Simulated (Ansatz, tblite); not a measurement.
# The cluster Si18H28: rung by rung, part 2 of 2

How do method and basis change the picture of the cluster Si18H28 (singlet)?

Ansatz 0.2.0, Gaussian basis; as each input shows.

### 14 PBE0-D4/def2-SVP

Contents of in.yaml:

```yaml
crystal:
  periodic: [false, false, false]
  atoms:
    - {symbol: Si, position_ang: [-2.941065, -0.098980, -2.569930]}
    - {symbol: Si, position_ang: [-2.941947, 0.096025, 2.562656]}
    - {symbol: Si, position_ang: [0.208739, -2.265479, -1.963543]}
    - {symbol: Si, position_ang: [-0.207547, -2.260537, 1.959128]}
    - {symbol: Si, position_ang: [0.001346, -0.001801, -5.011340]}
    - {symbol: Si, position_ang: [-0.206814, 2.262817, -1.965630]}
    - {symbol: Si, position_ang: [2.943040, 0.095450, -2.569417]}
    - {symbol: Si, position_ang: [0.208800, 2.261618, 1.956692]}
    - {symbol: Si, position_ang: [2.943457, -0.093592, 2.562049]}
    - {symbol: Si, position_ang: [-0.001441, 0.000346, 5.001295]}
    - {symbol: Si, position_ang: [-1.256854, -1.387683, -3.588090]}
    - {symbol: Si, position_ang: [-1.759355, -0.897684, 0.784982]}
    - {symbol: Si, position_ang: [-1.757389, 0.896865, -0.794086]}
    - {symbol: Si, position_ang: [-1.260778, 1.388940, 3.580877]}
    - {symbol: Si, position_ang: [1.759212, -0.898465, -0.792574]}
    - {symbol: Si, position_ang: [1.262010, -1.384747, 3.581573]}
    - {symbol: Si, position_ang: [1.259821, 1.384213, -3.588618]}
    - {symbol: Si, position_ang: [1.760143, 0.897465, 0.784075]}
    - {symbol: H, position_ang: [-4.078206, -0.959409, -2.081605]}
    - {symbol: H, position_ang: [-3.478945, 0.926258, -3.537955]}
    - {symbol: H, position_ang: [-3.477356, -0.931113, 3.529966]}
    - {symbol: H, position_ang: [-4.082176, 0.951772, 2.074521]}
    - {symbol: H, position_ang: [-0.536225, -3.204761, -1.053237]}
    - {symbol: H, position_ang: [1.208838, -3.106927, -2.729316]}
    - {symbol: H, position_ang: [-1.206992, -3.102562, 2.725499]}
    - {symbol: H, position_ang: [0.535326, -3.199478, 1.047163]}
    - {symbol: H, position_ang: [-0.902919, 0.826803, -5.888957]}
    - {symbol: H, position_ang: [0.905193, -0.829991, -5.889724]}
    - {symbol: H, position_ang: [-1.206660, 3.103543, -2.732598]}
    - {symbol: H, position_ang: [0.537833, 3.203150, -1.056307]}
    - {symbol: H, position_ang: [3.480352, -0.931062, -3.536341]}
    - {symbol: H, position_ang: [4.080675, 0.955582, -2.081929]}
    - {symbol: H, position_ang: [-0.532864, 3.202812, 1.045899]}
    - {symbol: H, position_ang: [1.210437, 3.102165, 2.722149]}
    - {symbol: H, position_ang: [4.082605, -0.951503, 2.074639]}
    - {symbol: H, position_ang: [3.479886, 0.934454, 3.527862]}
    - {symbol: H, position_ang: [-0.905259, -0.829986, 5.877663]}
    - {symbol: H, position_ang: [0.899469, 0.828612, 5.882441]}
    - {symbol: H, position_ang: [-1.812837, -2.577558, -4.334596]}
    - {symbol: H, position_ang: [-2.645398, -1.933831, 0.124825]}
    - {symbol: H, position_ang: [-2.644192, 1.930710, -0.130663]}
    - {symbol: H, position_ang: [-1.813084, 2.580272, 4.328271]}
    - {symbol: H, position_ang: [2.645373, -1.932391, -0.128505]}
    - {symbol: H, position_ang: [1.814883, -2.574642, 4.330779]}
    - {symbol: H, position_ang: [1.815307, 2.574374, -4.335198]}
    - {symbol: H, position_ang: [2.643359, 1.933934, 0.120455]}
basis:
  gaussian: {orbitals: def2-SVP, fitting: {mean_field: def2-universal-jkfit}, initial_orbitals: start.molden}
hamiltonian: {xc: pbe0, dispersion: d4}
scf: {omitted_lower_state_checks: [starts]}
output: {orbitals: {seedname: orbitals}}
```

Run with:

```console
$ ansatz run in.yaml --threads 2 --pin off --events-out ev --progress --plain --max-ram 32768MiB --backend cuda --devices 0, --max-vram 18GiB
```

Standard output:

```text
Functional definition: PBE0
  name "PBE0"
  cite "Adamo & Barone, J. Chem. Phys. 110, 6158 (1999) doi:10.1063/1.478522"
  cite "Perdew, Burke & Ernzerhof, Phys. Rev. Lett. 77, 3865 (1996) doi:10.1103/PhysRevLett.77.3865"
  parent pbe
  parameter a = 0.25
  parameter kappa = 0.804
  parameter beta = 0.06672455060314922
  exchange = (1 - a)*pbe_x(kappa = kappa, mu = beta*pi^2/3) + a*exact_x
  correlation = pbe_c(beta = beta)
these checks for a lower state are left out or cut short: starts
2808 factors; integrals over basis functions are off by at most 3.2e-1 eV
mean field evaluation 1: about -142152.2586 eV, gradient 8.0e0 eV
mean field evaluation 2: about -142152.5041 eV, gradient 2.1e-1 eV
mean field evaluation 4: about -142152.4870 eV, gradient 2.8e-4 eV
mean field -142152.48695801 eV, -5224.0075412905 hartree, gradient 9.9e-6 eV, S^2 0.000000; 0 other end points of the search recorded, 0 dependent functions left out
reference -142152.48701844 eV, -5224.0075435113 hartree; 140, 140 occupied and 324, 324 virtual orbitals, 2808 factors
Total energy: -142155.28912408 eV, -5224.1105189943 hartree
Checks for a lower state left out: starts
```

Run time: 8 s. Hardware: 1 × H100 (card shared with other runs) with 2 threads of AMD EPYC 7R13, shared host.

HOMO -7.36 eV, LUMO -1.43 eV.

### 15 HF/6-31G

in.yaml: that of step 14 with these lines changed.

```diff
@@ -50,4 +50,4 @@
 basis:
-  gaussian: {orbitals: def2-SVP, fitting: {mean_field: def2-universal-jkfit}, initial_orbitals: start.molden}
-hamiltonian: {xc: pbe0, dispersion: d4}
+  gaussian: {orbitals: 6-31G}
+hamiltonian: {xc: hf}
 scf: {omitted_lower_state_checks: [starts]}
```

Launched as before.

Standard output:

```text
Functional definition: HF
  name "HF"
  cite "Fock, Z. Phys. 61, 126 (1930) doi:10.1007/BF01340294"
  parent pbe
  exchange = exact_x
  correlation = 0
these checks for a lower state are left out or cut short: starts
3416 factors; integrals over basis functions are off by at most 1.6e-4 eV
mean field evaluation 1: about -141933.6886 eV, gradient 2.8e1 eV
mean field evaluation 2: about -141933.7088 eV, gradient 2.8e1 eV
mean field evaluation 4: about -141938.9615 eV, gradient 2.9e0 eV
mean field evaluation 8: about -141938.9988 eV, gradient 1.6e-2 eV
mean field -141938.99877073 eV, -5216.1619951153 hartree, gradient 3.0e-5 eV, S^2 0.000000; 0 other end points of the search recorded, 0 dependent functions left out
reference -141938.99877073 eV, -5216.1619951153 hartree; 140, 140 occupied and 150, 150 virtual orbitals, 3416 factors
Total energy: -141938.99877073 eV, -5216.1619951153 hartree
Checks for a lower state left out: starts
```

Wall time 7 s (1 × H100 (card shared with other runs) with 2 threads of AMD EPYC 7R13, shared host).

HOMO -9.46 eV, LUMO 1.80 eV.

### 16 B3LYP-D4/6-31G

in.yaml: that of step 15 with these lines changed.

```diff
@@ -51,3 +51,3 @@
   gaussian: {orbitals: 6-31G}
-hamiltonian: {xc: hf}
+hamiltonian: {xc: {name: B3LYP}, dispersion: d4}
 scf: {omitted_lower_state_checks: [starts]}
```

Same command.

Standard output, shortened:

```text
Functional definition: B3LYP
  name "B3LYP"
  cite "Stephens, Devlin, Chabalowski & Frisch, J. Phys. Chem. 98, 11623 (1994) doi:10.1021/j100096a001"
  cite "Becke, Phys. Rev. A 38, 3098 (1988) doi:10.1103/PhysRevA.38.3098"
  cite "Lee, Yang & Parr, Phys. Rev. B 37, 785 (1988) doi:10.1103/PhysRevB.37.785"
  cite "Vosko, Wilk & Nusair, Can. J. Phys. 58, 1200 (1980) doi:10.1139/p80-159"
[...]
3416 factors; integrals over basis functions are off by at most 1.6e-4 eV
[...]
mean field -142244.16777121 eV, -5227.3767490322 hartree, gradient 8.0e-5 eV, S^2 0.000000; 0 other end points of the search recorded, 0 dependent functions left out
reference -142244.16836024 eV, -5227.3767706787 hartree; 140, 140 occupied and 150, 150 virtual orbitals, 3416 factors
Total energy: -142249.17711178 eV, -5227.5608389026 hartree
Checks for a lower state left out: starts
```

It took 9 s on 1 × H100 (card shared with other runs) with 2 threads of AMD EPYC 7R13, shared host.

HOMO -7.17 eV, LUMO -1.15 eV.

### 17 MP2/def2-SVP

in.yaml: that of step 16 with these lines changed.

```diff
@@ -50,4 +50,4 @@
 basis:
-  gaussian: {orbitals: 6-31G}
-hamiltonian: {xc: {name: B3LYP}, dispersion: d4}
+  gaussian: {orbitals: def2-SVP, initial_orbitals: start.molden}
+correlation: {method: mp2}
 scf: {omitted_lower_state_checks: [starts]}
```

The command is unchanged.

Standard output:

```text
Functional definition: HF
  name "HF"
  cite "Fock, Z. Phys. 61, 126 (1930) doi:10.1007/BF01340294"
  parent pbe
  exchange = exact_x
  correlation = 0
these checks for a lower state are left out or cut short: starts
4472 factors; integrals over basis functions are off by at most 6.8e-4 eV
mean field evaluation 1: about -141916.8975 eV, gradient 3.8e1 eV
mean field evaluation 2: about -141919.9516 eV, gradient 2.6e0 eV
mean field evaluation 4: about -141920.0140 eV, gradient 4.7e-2 eV
mean field evaluation 8: about -141920.0141 eV, gradient 2.2e-6 eV
mean field -141920.01405216 eV, -5215.4643195763 hartree, gradient 2.2e-6 eV, S^2 0.000000; 0 other end points of the search recorded, 0 dependent functions left out
90 core orbitals not correlated: weight in the atoms' cores, before any rotation towards them, 1.000 or more for the frozen orbitals, at most 0.000 for the correlated occupied ones
reference -141920.01405216 eV, -5215.4643195763 hartree; 50, 50 occupied and 324, 324 virtual orbitals, 4472 factors
second order -48.91855642 eV of doubles, -0.00000000 eV of singles
Total energy: -141968.93260858 eV, -5217.2620433666 hartree
Checks for a lower state left out: starts
```

It took 11 s on 1 × H100 (card shared with other runs) with 2 threads of AMD EPYC 7R13, shared host; peak host memory 1.2 GiB.

Hartree-Fock HOMO -9.51 eV, LUMO 1.63 eV.

### 18 RPA/def2-SVP

in.yaml: that of step 17 with these lines changed.

```diff
@@ -51,4 +51,4 @@
   gaussian: {orbitals: def2-SVP, initial_orbitals: start.molden}
-correlation: {method: mp2}
+hamiltonian: {xc: pbe}
+correlation: {method: rpa}
 scf: {omitted_lower_state_checks: [starts]}
-output: {orbitals: {seedname: orbitals}}
```

The command is unchanged.

Standard output, shortened:

```text
Functional definition: PBE
  name "PBE"
  cite "Perdew, Burke & Ernzerhof, Phys. Rev. Lett. 77, 3865 (1996) doi:10.1103/PhysRevLett.77.3865"
  parent pbe
[...]
4472 factors; integrals over basis functions are off by at most 6.8e-4 eV
[...]
mean field -142137.46411606 eV, -5223.4554620316 hartree, gradient 3.0e-6 eV, S^2 0.000000; 0 other end points of the search recorded, 0 dependent functions left out
90 core orbitals not correlated: weight in the atoms' cores, before any rotation towards them, 1.000 or more for the frozen orbitals, at most 0.000 for the correlated occupied ones
reference -141914.08864148 eV, -5215.2465647502 hartree; 50, 50 occupied and 324, 324 virtual orbitals, 4472 factors
Total energy: -142007.46307114 eV, -5218.6780117488 hartree
Checks for a lower state left out: starts
```

It took 15 s on 1 × H100 (card shared with other runs) with 2 threads of AMD EPYC 7R13, shared host; peak host memory 3 GiB.

### 19 Levels side by side

```csv
level,functions,HOMO (eV),LUMO (eV),gap (eV),time
HF/6-31G,290,-9.46,1.80,11.26,7 s
HF/def2-TZVP,834,-9.39,1.63,11.02,6.5 s
PBE-D4/def2-SVP,464,-6.38,-2.11,4.27,11 s
PBE-D4/def2-TZVP,834,-6.36,-2.25,4.11,13 s
r2SCAN-D4/def2-TZVP,834,-6.58,-2.12,4.46,16 s
r2SCANh-D4/def2-TZVP,834,-6.92,-1.86,5.06,15 s
B3LYP-D4/6-31G,290,-7.17,-1.15,6.02,9 s
PBE0-D4/def2-SVP,464,-7.36,-1.43,5.93,8 s
PBE0-D4/def2-TZVP,834,-7.29,-1.52,5.77,11 s
BHLYP-D4/def2-TZVP,834,-8.11,-0.55,7.57,11 s
LC-ωPBE(0.10)/def2-SVP,464,-7.78,-0.78,7.00,9 s
LC-ωPBE(0.15)/def2-SVP,464,-8.30,-0.35,7.95,9.5 s
LC-ωPBE(0.20)/def2-SVP,464,-8.71,-0.03,8.68,9 s
LC-ωPBE(0.30)/def2-SVP,464,-9.32,0.33,9.65,10 s
```

The pieces so far (eV):

```csv
basis,HF,MP2 correlation,total
def2-SVP,-141920.0141,-48.9186,-141968.9326 (MP2)
```

### 20 Binding energy

Free atoms were run apart at each level; binding is atoms less cluster, divided by the number of atoms, without zero-point or spin-orbit terms.

```csv
level,binding an atom (eV)
HF/6-31G,1.952
HF/def2-SVP,2.324
HF/def2-TZVP,2.339
PBE-D4/def2-SVP,3.179
PBE-D4/def2-TZVP,3.176
r2SCAN-D4/def2-TZVP,3.194
r2SCANh-D4/def2-TZVP,3.187
B3LYP-D4/6-31G,2.906
PBE0-D4/def2-SVP,3.175
PBE0-D4/def2-TZVP,3.177
BHLYP-D4/def2-TZVP,3.145
MP2/def2-SVP,2.924
```

### 21 Summary of results

The summary covers parts 1 to 2.

| quantity | value |
| --- | --- |
| gap in def2-TZVP, named functionals and Hartree-Fock, smallest and largest | 4.11 eV (PBE-D4), 11.02 eV (HF) |
| gap over the ω (1/bohr) | 7.00 eV at 0.1, 9.65 eV at 0.3 |
| correlation energy, MP2/def2-SVP | -48.92 eV |
| binding an atom, functionals in def2-TZVP | 3.15 (BHLYP-D4) to 3.19 eV (r2SCAN-D4) |
| PBE0 total energy, smallest basis above largest | 48.42 eV (def2-SVP, def2-TZVP) |

**Reading.** Orbital gaps of the named functionals and Hartree-Fock in def2-TZVP span 4.11 eV (PBE-D4) to 11.02 eV (HF); exact exchange widens it. Raising the ω (1/bohr) from 0.1 to 0.3 moves the HOMO by -1.54 eV and the LUMO by +1.11 eV.

The slowest run with a step of its own, r2SCAN-D4/def2-TZVP, took 16 s; the quickest functional in def2-TZVP took 11 s (shared host).
